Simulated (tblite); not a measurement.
# B3H7N4: the cost of one run

Computed with tblite 0.8.0 and PySCF 2.14.0; each step states its level. No surroundings beyond the atoms listed, unless a continuum is named. Atoms count from 0, parts from 1.

## 1. Starting point

14 atoms, charge 0, multiplicity 1; geometry: distance geometry start.

## 2. Relaxing the cluster with GFN2-xTB

Job settings and geometry (Å):

```
{"job": {"kind": "relax", "xc": "GFN2-xTB", "basis": "xTB"}, "charge": 0, "multiplicity": 1}
N     -0.598880     1.105950     0.384079
B      0.869741     1.286454     0.800893
N      1.945549     0.634930    -0.045491
B      1.539028    -0.771774    -0.478620
N      0.073220    -1.083817    -0.764557
B     -0.807842    -0.387410     0.272345
N     -2.193471    -0.990241     0.510328
H     -0.815010     1.636514    -0.506280
H      1.067761     1.235478     1.983310
H      2.257256     1.217581    -0.851161
H      2.117768    -1.649646     0.043314
H     -0.129156    -0.600598    -1.683562
H     -2.494485    -1.414747    -0.384518
H     -2.872047    -0.228869     0.713283
```

Level: GFN2-xTB geometry optimisation, gas phase.

Launch:

```console
$ OMP_NUM_THREADS=1 python cluster_run.py task.json out
```

This one command runs all jobs of the session in turn.

Q: Estimate the wall time of this first job on 1 thread of Intel Xeon Platinum 8488C, shared host.

About 1.2 s.
